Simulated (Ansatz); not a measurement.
# SnCl: the cost of one run

Method: DFT PBE, scalar-relativistic, plane waves, PAW, in Ansatz 0.2.0.

### Step 1. The starting structure

The structure is orthorhombic, space group Pmmm (No. 47). The conventional cell has a = 2.389 Å, b = 4.444 Å, c = 5.859 Å, α = 90.00°, β = 90.00°, γ = 90.00°. Around Sn (site symmetry mmm) lie 2 Sn at 2.39 Å. Cl (site symmetry mmm) has 2 Cl at 2.39 Å as nearest neighbours.

Structure file:

```
CELL_PARAMETERS angstrom
2.38905 0.00000 0.00000
0.00000 4.44432 0.00000
0.00000 0.00000 5.85857
ATOMIC_POSITIONS crystal
Sn 0.50000 0.50000 0.00000
Cl 0.50000 0.00000 0.50000
```

The cell is invented: random cell by space group and Wyckoff sites (Pmmm, No. 47). Its size is a rough estimate.

### Step 2. A first look at the guess

Contents of input.yaml:

```yaml
crystal:
  lattice:
    - [2.38904636, 0.0, 0.0]
    - [0.0, 4.44432005, 0.0]
    - [0.0, 0.0, 5.8585704]
  atoms:
    - { symbol: Sn, position: [0.5, 0.5, 0.0] }
    - { symbol: Cl, position: [0.5, 0.0, 0.5] }
basis:
  ecutwfc: 420
kpoints:
  mp_grid: { grid: [8, 4, 4] }
hamiltonian:
  xc: pbe
scf:
  occupations: { method: gaussian, width: 0.1 }
  lower_state_search: "off"
output:
  forces: true
  stress: true
  eigenvalues: true
```

The run is started by

```console
> ansatz run input.yaml --threads 1 --pin off --max-ram 2560MiB --backend cpu --events-out ev --progress --plain --runs-dir out
```

**Question.** How long does this run take on 1 thread of Intel Xeon Platinum 8259CL at 2.50GHz (Skylake/Cascade Lake), shared host, and how much memory does it need?

About 2.6 s, with a peak of 0.39 GiB.
